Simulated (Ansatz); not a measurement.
# H2Br (doublet): the correlation ladder at distance Br1–H2 along a hydrogen transfer = 1.785 Å, 6-31G

Aim: climb from Hartree-Fock through coupled cluster and multireference methods for H2Br (doublet) at one geometry and basis, and see what each rung misses.

The runs use Ansatz 0.2.0, Gaussian basis; 6-31G, core rule «outside noble gas», up to 14 orbitals frozen.

To be run: UHF; CCSD(T) on ROHF; CCSD(T) on UHF; BCCD(T) on ROHF; CISD; CCSDT(Q) on ROHF; CCSDT(Q) on UHF; CISDTQ; CCSDTQ on ROHF; CASSCF and MRCISD+Q, 3 electrons in 3 orbitals; CASSCF and NEVPT2, 3 electrons in 3 orbitals; CASSCF and MRCISD+Q, 9 electrons in 6 orbitals; CASSCF and NEVPT4(SD), 9 electrons in 6 orbitals; CASSCF and NEVPT2, 9 electrons in 6 orbitals; Full CI.

9 further runs of the same task are left out: 7 that didn't finish, 2 set aside as unsound or not needed.

### 1 What is computed

The geometry derives from fragments relaxed apart (PBE0/def2-TZVP) and kept rigid, so it is no stationary point. A hydrogen atom is moved between rigid fragments. No spin-orbit coupling is included. The filled d shell of Br may be among the frozen orbitals whatever the setting's name suggests; the logs give the count.

3 atoms, charge 0, spin multiplicity 2.

Atoms are counted from 1 here; the program's logs count them from 0.

Bond lengths: Br1–H2 1.785 Å.

### 2 UHF

in.yaml

```yaml
crystal:
  periodic: [false, false, false]
  atoms:
    - {symbol: Br, position_ang: [0.000000, 0.000000, -1.529333]}
    - {symbol: H, position_ang: [0.000000, 0.000000, 0.255667]}
    - {symbol: H, position_ang: [0.000000, 0.000000, 1.273667]}
basis:
  gaussian: {orbitals: 6-31G}
magnetization: {spin_polarized: true, initial_magnetization: 1}
hamiltonian: {xc: hf}
output: {orbitals: {seedname: orbitals}}
```

Run with:

```
> ansatz run in.yaml --threads 1 --pin off --events-out ev --progress --plain --max-ram 2393MiB
```

The runs that follow: CCSD(T) on ROHF; CCSD(T) on UHF; BCCD(T) on ROHF; CISD; CCSDT(Q) on ROHF; CCSDT(Q) on UHF; CISDTQ; CCSDTQ on ROHF; CASSCF and MRCISD+Q, 3 electrons in 3 orbitals; CASSCF and NEVPT2, 3 electrons in 3 orbitals; CASSCF and MRCISD+Q, 9 electrons in 6 orbitals; CASSCF and NEVPT4(SD), 9 electrons in 6 orbitals; CASSCF and NEVPT2, 9 electrons in 6 orbitals; Full CI.

Before running them: what should the planned runs give, taken together? Wanted: FCI below the RHF energy; RMP2 from FCI; UMP2 from FCI; RCCSD from FCI; RCCSD(T) from FCI; UCCSD(T) from FCI; RCCSDT(Q) from FCI; UCCSDT(Q) from FCI; NEVPT2 pair from FCI.

As calculated:

| quantity | value |
| --- | --- |
| FCI below the RHF energy | -2.0180 eV |
| RMP2 from FCI | +11.79 kcal/mol |
| UMP2 from FCI | +10.94 kcal/mol |
| RCCSD from FCI | +0.55 kcal/mol |
| RCCSD(T) from FCI | +0.10 kcal/mol |
| UCCSD(T) from FCI | +0.10 kcal/mol |
| RCCSDT(Q) from FCI | 0.00 kcal/mol |
| UCCSDT(Q) from FCI | 0.00 kcal/mol |
| NEVPT2 pair from FCI | +4.40 kcal/mol |
| MRCISD+Q pair from FCI | +0.38 kcal/mol |
| NEVPT2 valence from FCI | +6.40 kcal/mol |
| levels within 1 kcal/mol (43 meV) | RCCSD, UCCSD, RCCSD(T), UCCSD(T), BCCD(T), RCCSDT, UCCSDT, CISDTQ, RCCSDT(Q), UCCSDT(Q), RCCSDTQ, MRCISD pair, MRCISD+Q pair, MRCISD valence, MRCISD+Q valence |
| T1 diagnostic | 0.030 |
| effectively unpaired electrons | 1.02 |

**Reading.** RCCSD(T) lands +0.10 kcal/mol from the yardstick (0.2 % of the correlation energy). One determinant dominates. Of the multireference levels listed MRCISD+Q valence comes nearest in total energy (+0.35 kcal/mol), which doesn't show that its space is the better one. These misses are within one basis, not against nature; the frozen cores of restricted and unrestricted runs differ, which can shift their rows.
